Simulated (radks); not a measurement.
**C⁻ inside a hard spherical wall**

Aim: energy, levels and pressure of C⁻ as a wall, at which all orbitals vanish, closes in. The configuration stays [He] 2s2 2p3.

Program: radks (a radial shooting solver on a logarithmic mesh, Libxc functionals) version 1. Level of theory: non-relativistic Kohn-Sham, PBE, spin-polarised, spherical densities, point nucleus; open shells are filled with parallel spins first. These are calculated values, not measurements, unless marked.

### Step 1. The atom as given

```
element       : carbon (Z = 6)
charge        : -1
electrons     : 7
configuration : [He] 2s2 2p3
```

Outer shells as boxes (Hund's rule):

C⁻
```
[He] core
2s [↑↓]
2p [↑ ][↑ ][↑ ]
```

### Step 2. Wall at 20 bohr

Settings of this run:

```text
Z 6
configuration [He] 2s2 2p3 3s0 3p0 3d0
relativity non-relativistic
functional pbe,pbe
spin polarised
nucleus point
wall 20 bohr
```

### Step 3. Wall at 10 bohr

Changes since step 2:

```diff
@@ -6,2 +6,2 @@
 nucleus point
-wall 20 bohr
+wall 10 bohr
```

### Step 4. Wall at 8 bohr

Changes since step 3:

```diff
@@ -6,2 +6,2 @@
 nucleus point
-wall 10 bohr
+wall 8 bohr
```

### Step 5. Wall at 6 bohr

Changes since step 4:

```diff
@@ -6,2 +6,2 @@
 nucleus point
-wall 8 bohr
+wall 6 bohr
```

### Step 6. Wall at 5 bohr

Changes since step 5:

```diff
@@ -6,2 +6,2 @@
 nucleus point
-wall 6 bohr
+wall 5 bohr
```

### Step 7. Wall at 4 bohr

Changes since step 6:

```diff
@@ -6,2 +6,2 @@
 nucleus point
-wall 5 bohr
+wall 4 bohr
```

### Step 8. Wall at 3 bohr

Changes since step 7:

```diff
@@ -6,2 +6,2 @@
 nucleus point
-wall 4 bohr
+wall 3 bohr
```

### Step 9. Wall at 1.5 bohr

Changes since step 8:

```diff
@@ -6,2 +6,2 @@
 nucleus point
-wall 3 bohr
+wall 1.5 bohr
```

**Question.** What will these runs give? Wanted: for each run, R; E − E(widest); ε(2p); ε(3s, empty); ε(3p, empty); ε(3d, empty); pressure.

**Answer**, as computed:

```
R (bohr)  E − E(widest) (eV)  ε(2p) (eV)  ε(3s, empty) (eV)  ε(3p, empty) (eV)  ε(3d, empty) (eV)  pressure (GPa)
      20               0.000       1.549              2.001              2.240              2.568        0.000607
      10               0.115       2.143              4.533              5.811              6.799          0.0407
       8               0.294       2.600              6.390              8.346              9.413           0.214
       6               1.062       3.809             11.065             14.079             14.491            1.93
       5               2.463       5.322             16.677             20.282             19.310            7.86
       4               6.865       8.730             28.922             32.712             28.085            41.7
       3              23.833      17.715             60.949             62.491             47.503             312
     1.5              283.22      93.008             351.35             295.31             188.61           22577
```

Eigenvalues are for spin up. At the tightest wall, 1.5 bohr, the energy stands 283.22 eV above the widest wall (20 bohr) and the pressure, −dE/dV, is 22577 GPa. Of the levels in the table that exist at both ends, 3s (empty) rises most from the widest wall (20 bohr) (349.35 eV). From R = 20 bohr inwards the highest occupied level lies above zero, in an anion first from self-interaction, then from the wall. Shells are not refilled when levels cross, and a hard wall is a model, not a crystal.
